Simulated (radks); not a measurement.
# Re³⁺ in [Xe] 4f14 5d3.75 6s0.25: an all-electron calculation

Aim: the levels, the sizes of the orbitals and the parts of the energy of the rhenium ion Re3+.

Method: scalar-relativistic Kohn-Sham, SCAN, spin-polarised, spherical densities, finite nucleus; open shells are filled with parallel spins first. Code: radks (a radial shooting solver on a logarithmic mesh, Libxc functionals) version 1.

## (1) What is computed

```
element            : rhenium (Z = 75)
charge             : +3
electrons          : 72
configuration      : [Xe] 4f14 5d3.75 6s0.25
nuclear rms radius : 5.3698 fm
```

## (2) Self-consistent calculation

The run's settings:

```text
Z 75
configuration [Xe] 4f14 5d3.75 6s0.25 6p0 7s0 5f0 6d0
relativity scalar-relativistic
functional scan,scan
spin polarised
nucleus finite rms 5.3698 fm
c 137.035999084
```

**Question.** What will this run give?

As calculated:

| quantity | value |
| --- | --- |
| total energy | -16690.0888 hartree |
| exchange-correlation share of it | 1.98 % |
| −T/E | 1.1047 |
| highest occupied level | 6s up, -30.714 eV |
| most extended occupied level | 6s up, <r> = 2.46 bohr |
| radius at density 0.001 e/bohr³ | 3.48 bohr |
| maxima of the radial density | 4 |

**Reading.** 6 principal shells are occupied and 4 maxima appear in the radial density; where shells overlap, one shows as a shoulder or not at all. −T/E is 1.105: with relativity the kinetic term as defined here no longer equals −E. This is not the tabulated ground configuration, so its levels and sizes aren't those of the ground state, and no measured value stands beside it.
